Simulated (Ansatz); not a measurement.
# Au2S: the cost of one run

Method: DFT, plane waves, PAW, no spin polarisation, in Ansatz 0.2.0.

**1. The system as given**

The cell holds 6 atoms (Au4S2): a = 5.280 Å, b = 5.280 Å, c = 5.280 Å, α = 90.00°, β = 90.00°, γ = 90.00°.

As a file:

```cif
data_structure
_symmetry_space_group_name_H-M 'P 1'
_symmetry_Int_Tables_number 1
_cell_length_a 5.2798
_cell_length_b 5.2798
_cell_length_c 5.2798
_cell_angle_alpha 90.000
_cell_angle_beta 90.000
_cell_angle_gamma 90.000
_cell_volume 147.18
loop_
_atom_site_label
_atom_site_type_symbol
_atom_site_fract_x
_atom_site_fract_y
_atom_site_fract_z
_atom_site_occupancy
S1 S 0.00000 0.00000 0.00000 1
S2 S 0.50000 0.50000 0.50000 1
Au1 Au 0.25000 0.25000 0.25000 1
Au2 Au 0.25000 0.75000 0.75000 1
Au3 Au 0.75000 0.75000 0.25000 1
Au4 Au 0.75000 0.25000 0.75000 1
```

**2. Run 1: r2SCAN**

input.yaml reads:

```yaml
crystal:
  lattice:
    - [5.2798264155, 0.0, 0.0]
    - [0.0, 5.2798264155, 0.0]
    - [0.0, 0.0, 5.2798264155]
  atoms:
    - { symbol: S, position: [0.0, 0.0, 0.0] }
    - { symbol: S, position: [0.5, 0.5, 0.5] }
    - { symbol: Au, position: [0.25, 0.25, 0.25] }
    - { symbol: Au, position: [0.25, 0.75, 0.75] }
    - { symbol: Au, position: [0.75, 0.75, 0.25] }
    - { symbol: Au, position: [0.75, 0.25, 0.75] }
kpoints:
  mp_grid: { grid: [4, 4, 4] }
hamiltonian:
  xc: r2scan
scf:
  occupations: { method: fermi_dirac, width: 0.02 }
md:
  ensemble: nvt_langevin
  temperature: 100
  timestep: 2.0
  n_steps: 20
  initial_velocities: maxwell_boltzmann
  seed: 1188
```

Launch:

```
$ ansatz run input.yaml --threads 4 --pin off --max-ram 4608MiB --backend cpu --events-out ev --progress --plain --runs-dir out
```

Q: Estimate wall time and peak memory on 4 threads of Arm Neoverse N1, shared host.

About 6.2 min, with a peak of 1 GiB.
